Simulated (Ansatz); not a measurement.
# Zr3Si2F: from a guess to a relaxed structure

The task: take a trial cell of Zr3Si2F to zero force and stress.

Method: DFT PBE, scalar-relativistic, plane waves, PAW, in Ansatz 0.2.0.

**1. The starting structure**

The structure is trigonal, space group R-3m (No. 166). The conventional cell has a = 5.095 Å, b = 5.095 Å, c = 12.515 Å, α = 90.00°, β = 90.00°, γ = 120.00°. Zr (site symmetry 2/m) has 4 Zr at 2.55 Å and 2 F at 2.55 Å and 6 Si at 2.98 to 3.00 Å as nearest neighbours. Si (site symmetry 3m) is surrounded by 9 Zr at 2.98 to 3.00 Å and 3 F at 2.99 Å. Around F (site symmetry -3m) lie 6 Zr at 2.55 Å.

Coordinates:

```
CELL_PARAMETERS angstrom
2.54731 1.47069 4.17167
-2.54731 1.47069 4.17167
0.00000 -2.94138 4.17167
ATOMIC_POSITIONS crystal
Zr 0.50000 0.00000 0.50000
Zr 0.00000 0.50000 0.50000
Zr 0.50000 0.50000 0.00000
Si 0.12401 0.12401 0.12401
Si 0.87599 0.87599 0.87599
F 0.50000 0.50000 0.50000
```

A structure generator made this guess: species swapped into a database cell of Er2Al3Ga (R-3m, No. 166), with Si on the Er sites, Zr on the Al sites and F on the Ga sites. Lengths come from tabulated atomic sizes and are only a guess.

**2. Probe: one point on a coarse mesh**

input.yaml

```yaml
crystal:
  lattice:
    - [2.54731216, 1.47069136, 4.17166689]
    - [-2.54731216, 1.47069136, 4.17166689]
    - [0.0, -2.94138273, 4.17166689]
  atoms:
    - { symbol: Zr, position: [0.5, 0.0, 0.5] }
    - { symbol: Zr, position: [0.0, 0.5, 0.5] }
    - { symbol: Zr, position: [0.5, 0.5, 0.0] }
    - { symbol: Si, position: [0.12400857, 0.12400857, 0.12400857] }
    - { symbol: Si, position: [0.87599143, 0.87599143, 0.87599143] }
    - { symbol: F, position: [0.5, 0.5, 0.5] }
basis:
  ecutwfc: 420
kpoints:
  mp_grid: { grid: [6, 6, 6] }
hamiltonian:
  xc: pbe
scf:
  occupations: { method: gaussian, width: 0.1 }
  lower_state_search: "off"
output:
  forces: true
  stress: true
  eigenvalues: true
```

On the command line:

```sh
> ansatz run input.yaml --threads 1 --pin off --max-ram 2560MiB --backend cpu --events-out ev --progress --plain --runs-dir out
```

Output, cut to the lines that bear on the results:

```text
[...]
SCF converged after 8 iterations
Free energy (F): -14629.205445 eV
[...]
E sigma→0 (E₀):  -14629.196090 eV
Entropy (-TS):   -0.018710 eV (-3.118 meV/atom)
Fermi energy:    14.395816 eV
[...]
--- Forces (eV/Å), atoms counted from 1 ---
  atom   1  Zr     0.00000000    -0.00000000     0.00000000
  atom   2  Zr     0.00000000     0.00000000    -0.00000000
  atom   3  Zr     0.00000000     0.00000000     0.00000000
  atom   4  Si     0.00000000     0.00000000    -0.55899086
  atom   5  Si    -0.00000000    -0.00000000     0.55899086
  atom   6  F      0.00000000     0.00000000     0.00000000
[...]
--- Stress (GPa, compression-positive) ---
       33.429968       0.000000      -0.000000
        0.000000      33.429968       0.000000
       -0.000000       0.000000      -6.889536
  P = ⅓ Tr σ = 19.9901 GPa (199.901 kbar)
--- Band table (eV; the first three rows and the last of 32) ---
[...]
```

Wall time 6.2 s (1 thread of Arm Neoverse V1, shared host); peak memory 0.39 GiB.

The probe gives pressure 20.0 GPa, largest force 0.56 eV/Å, gap on this mesh none (metal). A cheap, loose relaxation comes first.

**3. A loose first relaxation**

Edit input.yaml of step 2 so:

```diff
@@ -25 +25,6 @@
   eigenvalues: true
+relax:
+  adjacent_minimum: "off"
+  f_tol: 0.04
+  max_steps: 70
+  cell: { stress_tol: 0.4 }
```

On the command line:

```sh
> ansatz run input.yaml --threads 1 --pin off --max-ram 2560MiB --backend cpu --events-out ev --progress --plain --runs-dir out
```

Output:

```text
Warning: RAYON_NUM_THREADS=1 ignored (pool sized by the plan → 1); use --threads N
Engine: ansatz 0.2.0, aarch64-unknown-linux-gnu
Pseudopotentials: kind: paw
Pseudopotential: Zr, paw, valence charge 12, recommended cutoff 420 eV (normal), Zr.paw.azcp
Pseudopotential: Si, paw, valence charge 4, recommended cutoff 420 eV (normal), Si.paw.azcp
Pseudopotential: F, paw, valence charge 7, recommended cutoff 420 eV (normal), F.paw.azcp
Functional definition: PBE
  parameter kappa = 0.804
  parameter beta = 0.06672455060314922
  exchange = pbe_x(kappa = kappa, mu = beta*pi^2/3)
  correlation = pbe_c(beta = beta)
Crystal: 6 atoms, lattice volume = 93.770 Å³
Basis set: ecut = 420 eV, 1837 PW (Γ), exchange–correlation on 72×72×72 points (8 copies of the dense FFT grid, shifted against one another)
Bands: 32, of which v1, the nominal top of the filled ones, is band 26 counted from 1 (25 counted from 0)
Symmetry: 12 space group operations
Space group: R-3m (ITA 166), of the structure as read, at distance tolerance 4.5e-5 Å
k-points: 32 of 216
Non-local potential: Zr, projectors of the file, l = 0: 3, l = 1: 2, l = 2: 2, l = 3: 2
Non-local potential: Si, projectors of the file, l = 0: 2, l = 1: 2, l = 2: 2
Non-local potential: F, projectors of the file, l = 0: 2, l = 1: 2, l = 2: 1
PAW form: soft (Blöchl's): semilocal exchange-correlation on the pseudo side does not see the compensation charge
PAW one-centre angular grid: Zr, 590 points (default); XC on 64 Gauss nodes
PAW one-centre angular grid: Si, 110 points (default); XC on 64 Gauss nodes
PAW one-centre angular grid: F, 110 points (default); XC on 64 Gauss nodes
Initial density: superposition of atomic densities (neutral atoms: chi_scale 0, normalization atom), corrected by the library's trained network
Initial wavefunctions: pseudopotential atomic-orbital guess
Functional: x = pbe(κ = 0.804, μ = 0.2195149727645171), c = pbe(β = 0.06672455060314922)
SCF iter   1: F=—  HF=-14629.218994 eV  |F-HF|=—  |Δ(HF+E_count)|=         —  Δρ=8.79e-3  dr2=7.18e-2  ethr=1.77e-3  ⟨swp⟩=5.7  Hψ=4499  notcnv=0
preconditioner: auto → Kerker (q_TF=auto, 2.465 Å⁻¹)  [metal: Δε(μ)=0.032 eV  Ē_g=6.041 eV  σ=0.100 eV  W_gap=0.18  n_scr=20 (ndim 8)  ℏωp=19.2 eV  f_vac=0.000  D(μ)=3.83/eV (n_scr^D=26)]
SCF iter   2: F=—  HF=-14629.211068 eV  |F-HF|=—  |Δ(HF+E_count)|=   7.93e-3  Δρ=5.25e-3  dr2=2.89e-2  ethr=1.41e-4  ⟨swp⟩=1.0  Hψ=1281  notcnv=0
SCF iter   3: F=—  HF=-14629.205656 eV  |F-HF|=—  |Δ(HF+E_count)|=   5.41e-3  Δρ=8.99e-4  dr2=9.91e-4  ethr=5.66e-5  ⟨swp⟩=2.8  Hψ=1734  notcnv=0
SCF iter   4: F=—  HF=-14629.205459 eV  |F-HF|=—  |Δ(HF+E_count)|=   1.97e-4  Δρ=2.76e-4  dr2=1.18e-4  ethr=1.94e-6  ⟨swp⟩=2.0  Hψ=1406  notcnv=0
SCF iter   5: F=—  HF=-14629.205441 eV  |F-HF|=—  |Δ(HF+E_count)|=   1.79e-5  Δρ=2.24e-4  dr2=2.40e-5  ethr=2.31e-7  ⟨swp⟩=2.0  Hψ=1413  notcnv=0
SCF iter   6: F=—  HF=-14629.205445 eV  |F-HF|=—  |Δ(HF+E_count)|=   4.19e-6  Δρ=6.09e-5  dr2=3.50e-6  ethr=4.71e-8  ⟨swp⟩=2.0  Hψ=1337  notcnv=0  defer=6
SCF iter   7: F=—  HF=-14629.205445 eV  |F-HF|=—  |Δ(HF+E_count)|=   3.54e-7  Δρ=1.50e-5  dr2=2.80e-7  ethr=6.86e-9  ⟨swp⟩=2.0  Hψ=1173  notcnv=0  defer=6
SCF iter   8: F=-14629.205445 eV  HF=-14629.205445 eV  |F-HF|=1.05e-9  |Δ(HF+E_count)|=   3.79e-9  Δρ=2.66e-6  dr2=7.51e-9  ethr=1.96e-10  ⟨swp⟩=8.9  Hψ=3898  notcnv=0
SCF 1 converged in 8 iterations: F = -14629.205445 eV  dr2 = 7.51e-9
relax step   1: F+E_penalty+E_count = -14629.20544507 eV  Δ(F+E_penalty+E_count) = +0.000e0 eV  max|allowed force component| = 5.590e-1 eV/Å  Δτ_max = 0.0000 Å  P = +19.990 GPa  Ω = 93.770 Å³  (8 SCF iters, dr2 threshold 1.00e-7 eV, accepted)
Crystal: 6 atoms, lattice volume = 101.608 Å³
Basis set: ecut = 420 eV, 1999 PW (Γ), exchange–correlation on 72×72×72 points (8 copies of the dense FFT grid, shifted against one another)
Initial density: handed on by an earlier stage of this run
Initial wavefunctions: those handed on with the density
iter 1 solved again at ethr=2.40e-3 eV; its pass at ethr=3.10e-3 eV (dr2=1.22e0 eV) is discarded
SCF iter   1: F=—  HF=-14631.028059 eV  |F-HF|=—  |Δ(HF+E_count)|=         —  Δρ=2.30e-2  dr2=1.24e0  ethr=2.40e-3  ⟨swp⟩=1.0  Hψ=5455  notcnv=0
preconditioner: auto → Kerker (q_TF=auto, 2.432 Å⁻¹)  [metal: Δε(μ)=0.007 eV  Ē_g=6.015 eV  σ=0.100 eV  W_gap=0.04  n_scr=20 (ndim 8)  ℏωp=18.4 eV  f_vac=0.000  D(μ)=6.80/eV (n_scr^D=64)]
SCF iter   2: F=—  HF=-14630.811134 eV  |F-HF|=—  |Δ(HF+E_count)|=   2.17e-1  Δρ=9.34e-3  dr2=1.31e-1  ethr=2.40e-3  ⟨swp⟩=2.1  Hψ=1593  notcnv=0
SCF iter   3: F=—  HF=-14630.781196 eV  |F-HF|=—  |Δ(HF+E_count)|=   2.99e-2  Δρ=3.78e-3  dr2=3.66e-2  ethr=2.58e-4  ⟨swp⟩=1.9  Hψ=1382  notcnv=0  defer=3
SCF iter   4: F=—  HF=-14630.771248 eV  |F-HF|=—  |Δ(HF+E_count)|=   9.95e-3  Δρ=1.87e-3  dr2=4.62e-3  ethr=7.18e-5  ⟨swp⟩=2.1  Hψ=1278  notcnv=0  defer=3
SCF iter   5: F=—  HF=-14630.769893 eV  |F-HF|=—  |Δ(HF+E_count)|=   1.35e-3  Δρ=5.10e-4  dr2=3.62e-4  ethr=9.06e-6  ⟨swp⟩=2.0  Hψ=1445  notcnv=0  defer=3
SCF iter   6: F=—  HF=-14630.769897 eV  |F-HF|=—  |Δ(HF+E_count)|=   4.16e-6  Δρ=8.27e-5  dr2=5.74e-6  ethr=7.11e-7  ⟨swp⟩=2.0  Hψ=1422  notcnv=0  defer=6
SCF iter   7: F=-14630.769899 eV  HF=-14630.769899 eV  |F-HF|=1.03e-8  |Δ(HF+E_count)|=   1.04e-6  Δρ=1.31e-5  dr2=1.98e-7  ethr=1.18e-9  ⟨swp⟩=9.3  Hψ=4852  notcnv=0
the search or the solves at the SCF's close seem to have found levels that the self-consistency loop had missed (the run counts 1). By its estimate they hold under 1e-12 electrons; where the run keeps them, the occupations were computed again with them
SCF 2 converged in 7 iterations: F = -14630.769899 eV  dr2 = 1.98e-7
relax step   2: F+E_penalty+E_count = -14630.76989853 eV  Δ(F+E_penalty+E_count) = -1.564e0 eV  max|allowed force component| = 7.090e-1 eV/Å  Δτ_max = 0.0407 Å  P = +6.368 GPa  Ω = 101.608 Å³  energy of the carried Pulay correction = -7.891e-3 eV  (7 SCF iters, dr2 threshold 6.00e-7 eV, accepted)
Crystal: 6 atoms, lattice volume = 103.244 Å³
Basis set: ecut = 420 eV, 2041 PW (Γ), exchange–correlation on 72×72×72 points (8 copies of the dense FFT grid, shifted against one another)
iter 1 solved again at ethr=8.22e-4 eV; its pass at ethr=3.10e-3 eV (dr2=4.19e-1 eV) is discarded
SCF iter   1: F=—  HF=-14631.842467 eV  |F-HF|=—  |Δ(HF+E_count)|=         —  Δρ=1.28e-2  dr2=4.23e-1  ethr=8.22e-4  ⟨swp⟩=1.0  Hψ=5992  notcnv=0
preconditioner: auto → Kerker (q_TF=auto, 2.426 Å⁻¹)  [metal: Δε(μ)=0.040 eV  Ē_g=5.925 eV  σ=0.100 eV  W_gap=0.22  n_scr=20 (ndim 8)  ℏωp=18.3 eV  f_vac=0.000  D(μ)=4.57/eV (n_scr^D=44)]
SCF iter   2: F=—  HF=-14631.773053 eV  |F-HF|=—  |Δ(HF+E_count)|=   6.94e-2  Δρ=6.01e-3  dr2=7.16e-2  ethr=8.22e-4  ⟨swp⟩=2.0  Hψ=1179  notcnv=0
SCF iter   3: F=—  HF=-14631.759805 eV  |F-HF|=—  |Δ(HF+E_count)|=   1.32e-2  Δρ=2.83e-3  dr2=6.00e-3  ethr=1.40e-4  ⟨swp⟩=2.1  Hψ=1413  notcnv=0  defer=1
SCF iter   4: F=—  HF=-14631.758605 eV  |F-HF|=—  |Δ(HF+E_count)|=   1.20e-3  Δρ=9.63e-4  dr2=8.30e-4  ethr=1.18e-5  ⟨swp⟩=2.0  Hψ=1409  notcnv=0  defer=3
SCF iter   5: F=—  HF=-14631.758462 eV  |F-HF|=—  |Δ(HF+E_count)|=   1.43e-4  Δρ=1.96e-4  dr2=3.08e-5  ethr=1.63e-6  ⟨swp⟩=2.3  Hψ=1495  notcnv=0  defer=3
SCF iter   6: F=—  HF=-14631.758451 eV  |F-HF|=—  |Δ(HF+E_count)|=   1.10e-5  Δρ=4.59e-5  dr2=1.56e-6  ethr=6.03e-8  ⟨swp⟩=2.5  Hψ=1418  notcnv=0  defer=3
SCF iter   7: F=-14631.758451 eV  HF=-14631.758451 eV  |F-HF|=2.56e-9  |Δ(HF+E_count)|=   1.11e-7  Δρ=7.81e-6  dr2=7.23e-8  ethr=1.18e-9  ⟨swp⟩=8.4  Hψ=4590  notcnv=0
SCF 3 converged in 7 iterations: F = -14631.758451 eV  dr2 = 7.23e-8
relax step   3: F+E_penalty+E_count = -14631.75845085 eV  Δ(F+E_penalty+E_count) = -9.886e-1 eV  max|allowed force component| = 6.740e-1 eV/Å  Δτ_max = 0.0890 Å  P = +1.797 GPa  Ω = 103.244 Å³  energy of the carried Pulay correction = -9.459e-3 eV  (7 SCF iters, dr2 threshold 6.00e-7 eV, accepted)
[... from here on, the SCF cycles and remarks between the steps are left out ...]
relax step   4: F+E_penalty+E_count = -14632.41274734 eV  Δ(F+E_penalty+E_count) = -6.543e-1 eV  max|allowed force component| = 2.806e-1 eV/Å  Δτ_max = 0.0816 Å  P = +1.031 GPa  Ω = 102.116 Å³  energy of the carried Pulay correction = -8.380e-3 eV  (7 SCF iters, dr2 threshold 6.00e-7 eV, accepted)
relax step   5: F+E_penalty+E_count = -14632.95865706 eV  Δ(F+E_penalty+E_count) = -5.459e-1 eV  max|allowed force component| = 6.752e-1 eV/Å  Δτ_max = 0.0178 Å  P = +1.413 GPa  Ω = 100.266 Å³  energy of the carried Pulay correction = -6.584e-3 eV  (7 SCF iters, dr2 threshold 6.00e-7 eV, accepted)
relax step   6: F+E_penalty+E_count = -14633.21010778 eV  Δ(F+E_penalty+E_count) = -2.515e-1 eV  max|allowed force component| = 1.635e-1 eV/Å  Δτ_max = 0.0783 Å  P = +3.157 GPa  Ω = 98.449 Å³  energy of the carried Pulay correction = -4.788e-3 eV  (7 SCF iters, dr2 threshold 6.00e-7 eV, accepted)
relax step   7: F+E_penalty+E_count = -14633.22747675 eV  Δ(F+E_penalty+E_count) = -1.737e-2 eV  max|allowed force component| = 2.326e-1 eV/Å  Δτ_max = 0.0160 Å  P = -0.381 GPa  Ω = 100.978 Å³  energy of the carried Pulay correction = -7.280e-3 eV  (6 SCF iters, dr2 threshold 6.00e-7 eV, accepted)
relax step   8: F+E_penalty+E_count = -14633.22928274 eV  Δ(F+E_penalty+E_count) = -1.806e-3 eV  max|allowed force component| = 1.307e-1 eV/Å  Δτ_max = 0.0141 Å  P = -0.280 GPa  Ω = 100.901 Å³  energy of the carried Pulay correction = -7.205e-3 eV  (5 SCF iters, dr2 threshold 6.00e-7 eV, accepted)
relax step   9: F+E_penalty+E_count = -14633.23044715 eV  Δ(F+E_penalty+E_count) = -1.164e-3 eV  max|allowed force component| = 1.948e-2 eV/Å  Δτ_max = 0.0059 Å  P = +0.000 GPa  Ω = 100.687 Å³  energy of the carried Pulay correction = -6.997e-3 eV  (5 SCF iters, dr2 threshold 6.00e-7 eV, accepted)
relax step  10: F+E_penalty+E_count = -14633.38951129 eV  Δ(F+E_penalty+E_count) = -1.591e-1 eV  max|allowed force component| = 1.731e-2 eV/Å  Δτ_max = 0.0000 Å  P = +1.754 GPa  Ω = 100.687 Å³  stress off target by 2.53e0 GPa  SCF on the basis re-selected at this cell (its energy is not comparable with the rows above)  (6 SCF iters)
relax step  11: F+E_penalty+E_count = -14633.40315438 eV  Δ(F+E_penalty+E_count) = -1.364e-2 eV  max|allowed force component| = 2.216e-2 eV/Å  Δτ_max = 0.0050 Å  P = +0.303 GPa  Ω = 101.984 Å³  energy of the carried Pulay correction = -1.296e-3 eV  (6 SCF iters, dr2 threshold 6.00e-7 eV, accepted)
relax step  12: F+E_penalty+E_count = -14633.40362876 eV  Δ(F+E_penalty+E_count) = -4.744e-4 eV  max|allowed force component| = 2.818e-4 eV/Å  Δτ_max = 0.0028 Å  P = +0.022 GPa  Ω = 102.264 Å³  energy of the carried Pulay correction = -1.600e-3 eV  (5 SCF iters, dr2 threshold 6.00e-7 eV, accepted)
iter 1 solved again at ethr=1.48e-7 eV; its pass at ethr=3.10e-3 eV (dr2=7.52e-5 eV) is discarded
SCF iter   1: F=—  HF=-14633.405370 eV  |F-HF|=—  |Δ(HF+E_count)|=         —  Δρ=9.72e-5  dr2=1.48e-6  ethr=1.48e-7  ⟨swp⟩=3.2  Hψ=7426  notcnv=0
preconditioner: auto → Kerker (q_TF=auto, 2.430 Å⁻¹)  [metal: Δε(μ)=0.046 eV  Ē_g=6.303 eV  σ=0.100 eV  W_gap=0.24  n_scr=20 (ndim 8)  ℏωp=18.4 eV  f_vac=0.000  D(μ)=1.65/eV (n_scr^D=6)]
SCF iter   2: F=—  HF=-14633.405348 eV  |F-HF|=—  |Δ(HF+E_count)|=   2.26e-5  Δρ=4.50e-5  dr2=3.85e-7  ethr=2.91e-9  ⟨swp⟩=2.0  Hψ=1786  notcnv=0
SCF iter   3: F=—  HF=-14633.405348 eV  |F-HF|=—  |Δ(HF+E_count)|=   4.88e-7  Δρ=1.80e-5  dr2=4.86e-8  ethr=7.55e-10  ⟨swp⟩=2.0  Hψ=1132  notcnv=0
SCF iter   4: F=-14633.405348 eV  HF=-14633.405348 eV  |F-HF|=6.00e-11  |Δ(HF+E_count)|=   8.24e-8  Δρ=8.27e-7  dr2=5.49e-10  ethr=7.53e-12  ⟨swp⟩=3.5  Hψ=4429  notcnv=0
SCF 13 converged in 4 iterations: F = -14633.405348 eV  dr2 = 5.49e-10
relax step  13: F+E_penalty+E_count = -14633.40534828 eV  Δ(F+E_penalty+E_count) = -1.720e-3 eV  max|allowed force component| = 4.172e-4 eV/Å  Δτ_max = 0.0000 Å  P = +0.032 GPa  Ω = 102.264 Å³  stress off target by 4.75e-2 GPa  SCF on the basis re-selected at this cell (its energy is not comparable with the rows above)  (4 SCF iters)
basis re-selected at this cell: Δ(F+E_penalty+E_count) = -1.720e-3 eV, ΔP = +0.010 GPa vs the last step (what re-selecting the basis moved, of the pressure what is left beyond the Pulay correction that the steps carried, after the strain that the cell walked since its last selection, with what the two solves' SCF thresholds leave and, on support functions, any second-order correction that the steps lacked; it is no measure of the basis error at this ecutwfc). This SCF's stress stands 4.75e-2 GPa from its target on what of the cell is left free (relax.cell.stress_tol is 4.00e-1 GPa) and its largest allowed force component is 4.17e-4 eV/Å (relax.f_tol is 4.00e-2 eV/Å): within both
SCF converged after 4 iterations
Free energy (F): -14633.405348 eV
Harris-Foulkes:  -14633.405348 eV  (|F-HF|=6.00e-11)
Internal energy: -14633.397123 eV  (E = F + TS)
E sigma→0 (E₀):  -14633.401236 eV
Entropy (-TS):   -0.008225 eV (-1.371 meV/atom)
Fermi energy:    13.537568 eV
--- Per-component energies (eV) ---
  E_band       = -268.774570
  E_kinetic    = 1293.425347
  E_local      = -2847.534361  (includes V_loc(G=0)·N_el)
  E_nonlocal   = 366.813068
  E_hartree    = 1001.880420
  E_xc         = -677.860854
  E_vxc        = -772.502201  (∫ρ·V_xc dr)
  E_paw        = -10088.773113  (= ΣΔE_a)
  E_vpaw       = -312.739015  (= ΣTr[D̂ρ^β])
  E_aug_tail   = 0.002172  (compensation charges beyond the density's cutoff)
  E_ewald      = -3681.349802
  E_smearing   = -0.008225  (= −TS)
  E_closure    = 0.000000  (closes the sum)
  Σ components = -14633.405348   (vs F -14633.405348, Δ=0.00e0)
--- Forces (eV/Å), atoms counted from 1 ---
  atom   1  Zr     0.00000000     0.00000000     0.00000000
  atom   2  Zr     0.00000000     0.00000000    -0.00000000
  atom   3  Zr    -0.00000000     0.00000000    -0.00000000
  atom   4  Si     0.00000000    -0.00000000     0.00041722
  atom   5  Si    -0.00000000     0.00000000    -0.00041722
  atom   6  F     -0.00000000    -0.00000000     0.00000000
  max |Σ_I F_I| component: 4.63e-18 eV/Å
--- Stress (GPa, compression-positive) ---
        0.047498      -0.000000      -0.000000
       -0.000000       0.047498       0.000000
       -0.000000       0.000000       0.000820
  P = ⅓ Tr σ = 0.0319 GPa (0.319 kbar)
--- Band table (eV; the first three rows and the last of 32) ---
  k-point 0: bands = ["-35.6820", "-35.5070", "-35.5070", "-14.4717", "-13.9787", "-13.9787", "-13.9129", "-13.7499", "-13.6962", "-13.6962", "-13.2932", "-13.1251", "-13.1251", "3.1414", "4.6646", "4.8722", "4.8722", "8.8444", "8.8511", "9.7583", "9.7583", "11.1969", "11.6154", "11.6154", "12.1214", "12.1214", "13.4891", "15.1035", "15.7138", "15.7138", "16.5065", "16.5065"]
  k-point 1: bands = ["-35.6718", "-35.5174", "-35.5070", "-14.5190", "-14.1945", "-13.9438", "-13.8373", "-13.7313", "-13.6923", "-13.5004", "-13.3242", "-13.1391", "-13.1311", "3.2859", "4.5311", "4.8115", "4.8511", "7.8742", "9.2596", "9.9810", "10.3829", "11.1953", "11.3738", "11.4476", "12.2927", "12.5354", "13.8918", "15.1540", "15.3872", "15.9902", "16.1398", "16.2637"]
  k-point 2: bands = ["-35.6453", "-35.5440", "-35.5070", "-14.6843", "-14.2267", "-13.8642", "-13.7699", "-13.7306", "-13.6669", "-13.4667", "-13.4233", "-13.1575", "-12.9925", "3.5869", "4.2562", "4.7932", "4.8099", "6.9279", "9.6443", "9.9998", "10.5356", "11.1016", "11.4598", "12.4004", "12.9322", "13.3540", "14.1982", "14.4944", "15.1002", "15.1012", "15.6134", "16.1510"]
  k-point 31: bands = ["-35.6636", "-35.5145", "-35.5145", "-15.6091", "-14.0328", "-13.9212", "-13.9212", "-13.6599", "-13.6599", "-13.2648", "-13.1109", "-13.1109", "-12.3521", "3.3784", "4.0600", "4.0600", "4.2423", "6.8978", "8.7103", "10.4352", "10.4352", "11.6840", "11.6840", "12.8424", "12.8424", "13.1996", "14.8961", "14.8961", "15.1867", "15.3960", "16.1278", "16.1278"]
--- Relaxed structure (11 steps of the walk, 11 accepted, 2 SCFs on fresh bases) ---
  F+E_penalty+E_count = -14633.40534828 eV   max|allowed force component| = 4.172e-4 eV/Å   (the final SCF, on the basis selected at the relaxed cell)
  cell:  # Å, volume = 102.2641 Å³
    - [2.989395794218683, 1.7259284651867017, 3.303434813226081]
    - [-2.989395794218683, 1.7259284651867017, 3.303434813226081]
    - [1.8359063659391927e-33, -3.451856934332774, 3.303434811157449]
  atoms:
    - { symbol: Zr, position: [0.5, -5.551115123125783e-17, 0.5] }
    - { symbol: Zr, position: [-5.551115123125783e-17, 0.5, 0.5] }
    - { symbol: Zr, position: [0.5, 0.5, 5.551115123125783e-17] }
    - { symbol: Si, position: [0.11480769508618081, 0.11480769508618081, 0.11480769508618084] }
    - { symbol: Si, position: [0.8851923049138193, 0.8851923049138193, 0.8851923049138194] }
    - { symbol: F, position: [0.5, 0.5, 0.5000000000000001] }
```

Wall time 86 s (1 thread of Arm Neoverse V1, shared host); peak memory 0.41 GiB.

The steps of the relaxation:

| step | E - E(step 1) (eV/cell) | largest force component (eV/Å) | pressure (GPa) | volume (Å³) |
| --- | --- | --- | --- | --- |
| 1 | 0.0000 | 0.5590 | 19.99 | 93.77 |
| 2 | -1.5645 | 0.7090 | 6.37 | 101.61 |
| 3 | -2.5530 | 0.6740 | 1.80 | 103.24 |
| 4 | -3.2073 | 0.2806 | 1.03 | 102.12 |
| 5 | -3.7532 | 0.6752 | 1.41 | 100.27 |
| 6 | -4.0047 | 0.1635 | 3.16 | 98.45 |
| 7 | -4.0220 | 0.2326 | -0.38 | 100.98 |
| 8 | -4.0238 | 0.1307 | -0.28 | 100.90 |
| 9 | -4.0250 | 0.0195 | 0.00 | 100.69 |
| 10 | -4.1841 | 0.0173 | 1.75 | 100.69 |
| 11 | -4.1977 | 0.0222 | 0.30 | 101.98 |
| 12 | -4.1982 | 0.0003 | 0.02 | 102.26 |
| 13 | -4.1999 | 0.0004 | 0.03 | 102.26 |

Step 1 is the start. Steps 10, 13 each repeat the geometry before them on a plane-wave basis chosen anew, so the energy can jump there without any move.

Lengths and angles in the start's conventional setting:

|  | before | after | change |
| --- | --- | --- | --- |
| a (Å) | 5.095 | 5.979 | +17.4 % |
| b (Å) | 5.095 | 5.979 | +17.4 % |
| c (Å) | 12.515 | 9.910 | -20.8 % |
| volume (Å³/atom) | 15.63 | 17.04 | +9.1 % |
| shortest distance (Å) | 2.547 | 2.276 | -10.7 % |
| space group (0.01 Å) | R-3m | R-3m | same |

The run keeps the 12 symmetry operations of the start, so it could not have lowered the symmetry.

(Part 1 of 2 ends here.)
